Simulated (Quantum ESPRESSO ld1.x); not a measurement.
# Cr in [Ar] 3d5.5 4s0.5: an all-electron calculation

What are the levels of neutral chromium, how large are its shells, and how does its energy divide?

Method: non-relativistic Kohn-Sham, BLYP, spin-unpolarised, spherical densities, point nucleus. Code: Quantum ESPRESSO ld1.x 7.5.

## 1. What is computed

- element: chromium (Z = 24)
- charge: 0
- electrons: 24
- configuration: [Ar] 3d5.5 4s0.5

## 2. The run

File ld1.in:

```fortran
 &input
    zed=24.0,
    iswitch=1,
    rel=0,
    dft='BLYP',
    config='[Ar] 3d5.5 4s0.5 4p0 5s0',
    prefix='ld1',
    max_out_wfc=37,
    file_charge='ld1.rho',
 /
```

What does the calculation give?

The runs gave:

```
                        quantity                value
                    total energy    -1044.299 hartree
exchange-correlation share of it               4.66 %
                            −T/E               0.9992
          highest occupied level        3d, -1.940 eV
    most extended occupied level  4s, <r> = 3.56 bohr
 radius at density 0.001 e/bohr³            4.40 bohr
    maxima of the radial density                    3
```

What this shows: The radial density shows 3 maxima for 4 occupied principal shells; where shells overlap, one shows as a shoulder or not at all. −T/E = 0.9992, near the virial value of 1. This is not the tabulated ground configuration, so its levels and sizes aren't those of the ground state, and no measured value stands beside it.
